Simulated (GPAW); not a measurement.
WS in GPAW: convergence with plane-wave cutoff (eV)

The system is WS.

```
W S
1.0
     3.00789    0.00000    0.00000
     0.00000    3.00789    0.00000
     0.00000    0.00000    3.00789
W S
1 1
Cartesian
  1.5039 1.5039 1.5039
  0.0000 0.0000 0.0000
```

The cell was built by a generator and needn't be a form met in nature.

```yaml
Program: GPAW 26.7.0
Task: convergence study
Functional: LDA
Potentials_or_basis: the program's PAW data sets (release 1.2.1) made for this functional
Cutoff: 200 eV
Basis: pw
k_mesh: 9 × 9 × 9
Occupations: fermi-dirac, width 0.05 eV
Spin: no spin polarisation
```

These are the settings of the first run; the series varies plane-wave cutoff (eV), with any setting tied to it.

Hardware: 1 thread of Arm Neoverse V2, on a shared host.

```csv
plane-wave cutoff (eV),"energy less the tightest run, at zero smearing (meV/atom)",pressure (GPa),SCF cycles,CPU time (s),peak memory (GiB)
200,252.14,-18.23,9,3.6,0.11
250,130.68,-15.38,9,4,0.12
300,68.17,-14.35,9,4.9,0.12
350,32.99,-13.37,9,5,0.12
400,16.65,-12.72,9,5.4,0.13
500,6.63,-12.27,9,6.4,0.13
600,3.49,-12.19,9,10,0.14
800,0.85,-12.14,9,10,0.15
1000,0.00,-12.11,9,19,0.17
```

Against the tightest run, the energy stays within 1 meV/atom from 800 on; the pressure stays within 0.1 GPa from 600 on. The tightest run that finished is the yardstick and may itself not be fully converged.

The run has no spin-orbit coupling, so splittings on W are missing.
